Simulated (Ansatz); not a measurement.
# Re: the cost of one run

Computed with Ansatz 0.2.0 (DFT LDA, scalar-relativistic, unless a step's input says otherwise).

This is Re in the fcc structure; at room conditions it is hcp.

## 1. Starting point

Symmetry: Fm-3m, No. 225, cubic system. Conventional cell: a = 3.950 Å, b = 3.950 Å, c = 3.950 Å, α = 90.00°, β = 90.00°, γ = 90.00°. Around Re (site symmetry m-3m) lie 12 Re at 2.79 Å.

Structure file:

```
CELL_PARAMETERS angstrom
0.00000 1.97500 1.97500
1.97500 0.00000 1.97500
1.97500 1.97500 0.00000
ATOMIC_POSITIONS crystal
Re 0.00000 0.00000 0.00000
```

The cell comes from a crystallographic database entry that wasn't checked; take it as a given geometry, which may be far from equilibrium.

## 2. LAPW, all electrons

Contents of input.yaml:

```yaml
crystal:
  lattice:
    - [0.0, 1.975, 1.975]
    - [1.975, 0.0, 1.975]
    - [1.975, 1.975, 0.0]
  atoms:
    - { symbol: Re, position: [0.0, 0.0, 0.0] }
kpoints:
  mp_grid: { grid: [14, 14, 14] }
  band_path:
    path:
      - [0.0, 0.0, 0.0]
      - [0.5, 0.0, 0.5]
      - [0.625, 0.25, 0.625]
      - [0.375, 0.375, 0.75]
      - [0.0, 0.0, 0.0]
      - [0.5, 0.5, 0.5]
      - [0.5, 0.25, 0.75]
      - [0.5, 0.0, 0.5]
    npoints: 14
scf:
  occupations: { method: fermi_dirac, width: 0.03 }
hamiltonian:
  xc: lda
  pseudopotentials: { kind: all_electron, lapw: { basis_error: 0.001 } }
output:
  forces: true
  stress: true
  eigenvalues: true
  populations: true
  dos: { projected: true, de: 0.2, e_range: [-14, 8] }
```

The run is started by

```sh
$ ansatz run input.yaml --threads 1 --pin off --max-ram 3072MiB --backend cpu --events-out ev --progress --plain --runs-dir out
```

What time and memory should one allow on 1 thread of Intel Xeon 6975P-C (Granite Rapids), shared host?

About 8.1 s, with a peak of 0.36 GiB.
